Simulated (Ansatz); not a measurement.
**C3H5AlO: up Jacob's ladder to CCSD(T)**

The task here is to estimate one member of a computed series from the others.

Program: Ansatz 0.2.0, Gaussian basis. Level of theory: functionals in def2-TZVPP, the program's frozen cores in correlated methods. These are calculated values, not measurements.

Plan: LDA (SPW92), PBE-D4, revPBE-D4, BLYP-D4, r2SCAN-D4, B97M-V, PBE0-D4, B3LYP-D4, r2SCANh-D4, r2SCAN0-D4, HSE06-D4, BHLYP-D4, CAM-B3LYP-D4, LC-ωPBE, ωB97X-V, ωB97M-V, B2PLYP, PBE-QIDH; CCSD(T)/def2-SVP; CCSD(T)/def2-TZVPP; MP2/def2-QZVPP; extrapolation to the limit; RPA on PBE.

## Structure used throughout

All runs share one geometry, relaxed beforehand with PBE0-D4 in a triple-zeta def2 set.

SMILES `C=[C]1[O][Al]1[CH3]`, 10 atoms, charge 0, spin multiplicity 1.

Atoms are counted from 1 here; the program's logs count them from 0.

Bond lengths: C1–C2 1.322 Å, C1–H6 1.086 Å, C1–H7 1.082 Å, C2–O3 1.419 Å, C2–Al4 1.850 Å, O3–Al4 1.729 Å, Al4–C5 1.929 Å, C5–H8 1.092 Å, C5–H9 1.094 Å, C5–H10 1.093 Å. Angles: C2–C1–H6 121.2°, C2–C1–H7 120.1°, H6–C1–H7 118.7°, C1–C2–O3 126.8°, C1–C2–Al4 171.0°, O3–C2–Al4 62.2°, C2–O3–Al4 71.2°, C2–Al4–O3 46.6°, C2–Al4–C5 172.6°, O3–Al4–C5 140.8°, Al4–C5–H8 111.7°, Al4–C5–H9 110.2°, Al4–C5–H10 110.5°, H8–C5–H9 107.9°, H8–C5–H10 108.6°, H9–C5–H10 107.9°.

Set-up of the first run:

in.yaml

```yaml
crystal:
  periodic: [false, false, false]
  atoms:
    - {symbol: C, position_ang: [-0.860753, -1.988600, 1.580069]}
    - {symbol: C, position_ang: [-0.315505, -1.082880, 0.786656]}
    - {symbol: O, position_ang: [0.961860, -1.150488, 0.172572]}
    - {symbol: Al, position_ang: [0.203805, 0.334757, -0.283150]}
    - {symbol: C, position_ang: [0.520329, 1.908332, -1.352583]}
    - {symbol: H, position_ang: [-0.335575, -2.905725, 1.831950]}
    - {symbol: H, position_ang: [-1.847650, -1.825306, 1.992110]}
    - {symbol: H, position_ang: [-0.047939, 2.765693, -0.986315]}
    - {symbol: H, position_ang: [0.222539, 1.726354, -2.389000]}
    - {symbol: H, position_ang: [1.581989, 2.166864, -1.349408]}
basis:
  gaussian: {orbitals: def2-TZVPP}
hamiltonian: {xc: lda}
output: {orbitals: {seedname: orbitals}}
```

On the command line:

```sh
> ansatz run in.yaml --threads 2 --pin off --events-out ev --progress --plain --max-ram 4352MiB
```

Steps of the session up to this table: LDA; PBE-D4 (GGA); revPBE-D4 (GGA); BLYP-D4 (GGA); r2SCAN-D4 (meta-GGA); B97M-V (meta-GGA); B3LYP-D4 (hybrid); r2SCANh-D4 (hybrid); r2SCAN0-D4 (hybrid); HSE06-D4 (hybrid); BHLYP-D4 (hybrid); CAM-B3LYP-D4 (range-separated); LC-ωPBE (range-separated); ωB97X-V (range-separated); ωB97M-V (range-separated); B2PLYP (double hybrid); PBE-QIDH (double hybrid).

One of the session's tables, all rows but one given; the rest of the session is left out.

It belongs to the step «Frontier levels by functional». 

```
  functional  HOMO (eV)  gap (eV)
 LDA (SPW92)      -5.27      3.40
      PBE-D4      -5.06      3.42
   revPBE-D4      -4.98      3.44
     BLYP-D4      -4.90      3.33
   r2SCAN-D4      -5.23      3.89
      B97M-V      -5.21      3.73
     PBE0-D4      -6.16      5.30
    B3LYP-D4      -5.95      4.84
  r2SCANh-D4      -5.65      4.58
  r2SCAN0-D4      -6.29      5.60
    HSE06-D4      -5.76      4.53
    BHLYP-D4      -7.14      6.98
CAM-B3LYP-D4      -7.48      7.50
     LC-ωPBE      -8.83     10.01
     ωB97X-V          ?         ?
     ωB97M-V      -8.39      9.03
```

Estimate the missing values for ωB97X-V.

As computed: HOMO (eV): -8.46; gap (eV): 9.48. In the column «HOMO (eV)» it lies between LC-ωPBE (-8.83) and ωB97M-V (-8.39).
